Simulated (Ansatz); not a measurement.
**CH7GaSSi: one species, many methods**

How much do the methods differ for CH7GaSSi? The plan is to run it at one geometry with functionals of several rungs and with coupled cluster, and see how far each lands from CCSD(T) at the basis-set limit for the atomisation energy.

Program: Ansatz 0.2.0, Gaussian basis. Level of theory: functionals in def2-TZVPP, the program's frozen cores in correlated methods. These are calculated values, not measurements.

The runs, in order: LDA (SPW92), PBE-D4, revPBE-D4, BLYP-D4, r2SCAN-D4, B97M-V, PBE0-D4, B3LYP-D4, r2SCANh-D4, r2SCAN0-D4, HSE06-D4, BHLYP-D4, CAM-B3LYP-D4, LC-ωPBE, ωB97X-V, ωB97M-V, B2PLYP, PBE-QIDH; CCSD(T)/def2-SVP; CCSD(T)/def2-TZVPP; MP2/def2-QZVPP; extrapolation to the limit; RPA on PBE.

## (1) The geometry

All runs share one geometry, relaxed beforehand with PBE0-D4 in a triple-zeta def2 set.

11 atoms, charge 0, spin multiplicity 1.

Atoms are counted from 1 here; the program's logs count them from 0.

Bond lengths: Si1–C2 1.862 Å, Si1–H5 1.487 Å, Si1–H6 1.490 Å, Si1–H7 1.487 Å, C2–S3 1.841 Å, C2–Ga4 1.988 Å, C2–H8 1.089 Å, S3–H9 1.345 Å, Ga4–H10 1.561 Å, Ga4–H11 1.565 Å. Angles: C2–Si1–H5 108.2°, C2–Si1–H6 112.6°, C2–Si1–H7 109.3°, H5–Si1–H6 108.9°, H5–Si1–H7 109.5°, H6–Si1–H7 108.4°, Si1–C2–S3 110.9°, Si1–C2–Ga4 117.3°, Si1–C2–H8 111.9°, S3–C2–Ga4 84.6°, S3–C2–H8 109.9°, Ga4–C2–H8 118.6°, C2–S3–H9 98.2°, C2–Ga4–H10 117.3°, C2–Ga4–H11 116.3°, H10–Ga4–H11 126.2°.

## (2) LDA

This LDA is Slater exchange with PW92 correlation.

File in.yaml:

```yaml
crystal:
  periodic: [false, false, false]
  atoms:
    - {symbol: Si, position_ang: [-0.948215, 1.409929, -0.180070]}
    - {symbol: C, position_ang: [-0.395917, -0.310882, 0.268236]}
    - {symbol: S, position_ang: [0.897121, -0.264520, 1.577611]}
    - {symbol: Ga, position_ang: [1.028767, -1.132474, -0.848591]}
    - {symbol: H, position_ang: [-1.835286, 1.316518, -1.369591]}
    - {symbol: H, position_ang: [-1.690100, 2.079599, 0.924385]}
    - {symbol: H, position_ang: [0.242377, 2.236218, -0.513038]}
    - {symbol: H, position_ang: [-1.228938, -0.932793, 0.592334]}
    - {symbol: H, position_ang: [0.814109, -1.547305, 1.973586]}
    - {symbol: H, position_ang: [1.916289, -0.171173, -1.699309]}
    - {symbol: H, position_ang: [1.199793, -2.683117, -0.725573]}
basis:
  gaussian: {orbitals: def2-TZVPP}
hamiltonian: {xc: lda}
output: {orbitals: {seedname: orbitals}}
```

On the command line:

```bash
$ ansatz run in.yaml --threads 4 --pin off --events-out ev --progress --plain --max-ram 10444MiB
```

Further steps of the session: PBE-D4 (GGA); revPBE-D4 (GGA); BLYP-D4 (GGA); r2SCAN-D4 (meta-GGA); B97M-V (meta-GGA); B3LYP-D4 (hybrid); r2SCANh-D4 (hybrid); r2SCAN0-D4 (hybrid); HSE06-D4 (hybrid); BHLYP-D4 (hybrid); CAM-B3LYP-D4 (range-separated); LC-ωPBE (range-separated); ωB97X-V (range-separated); ωB97M-V (range-separated); B2PLYP (double hybrid); PBE-QIDH (double hybrid); CCSD(T) in def2-SVP; CCSD(T) in def2-TZVPP; MP2 in def2-QZVPP; RPA on PBE orbitals.

Before running them: what should the planned runs give, taken together? Wanted: atomisation energy, CCSD(T)/CBS; farthest beyond LDA; mean size of error, GGA; mean size of error, meta-GGA; mean size of error, hybrid; mean size of error, range-separated; mean size of error, double hybrid; gap, smallest and largest; T1 diagnostic.

**Answer**, as computed:

```
                               quantity                                                                              value
        atomisation energy, CCSD(T)/CBS                                                                          33.644 eV
    functionals within 0.336 eV (1.0 %)  PBE-D4, r2SCAN-D4, B97M-V, r2SCANh-D4, r2SCAN0-D4, CAM-B3LYP-D4, ωB97X-V, ωB97M-V
                    farthest beyond LDA                                                               BHLYP-D4 (-0.854 eV)
                mean size of error, GGA                                                                           0.544 eV
           mean size of error, meta-GGA                                                                           0.089 eV
             mean size of error, hybrid                                                                           0.399 eV
    mean size of error, range-separated                                                                           0.231 eV
      mean size of error, double hybrid                                                                           0.562 eV
              gap, smallest and largest                                          4.32 eV (LDA (SPW92)), 10.82 eV (LC-ωPBE)
                          T1 diagnostic                                                                             0.0133
triples share of the correlation energy                                                                              4.1 %
```

The LDA atomisation energy is off by 4.148 eV (12 %): it overbinds. PBE-D4 misses by -0.160 eV. Double hybrids carry the basis error of their MP2 part in triple zeta, and no dispersion term here, so their miss is partly the set-up's. The rungs meta-GGA, range-separated miss on average by less than the doubt on the reference (0.336 eV), so they tie. The reference freezes the cores and leaves out relativity and excitations past (T), and its outer-core shells are covered unevenly, so misses under about 0.336 eV can't be ranked. Hartree-Fock recovers 73 % of the binding; the rest is correlation. CCSD(T) in def2-SVP is off by -2.215 eV, so the small basis spoils what the method gains. The gap grows from 4.3 to 10.8 eV across the functionals, mostly with the share of exact exchange. Correlated methods include outer-core shells of Ga, which these sets cover unevenly.
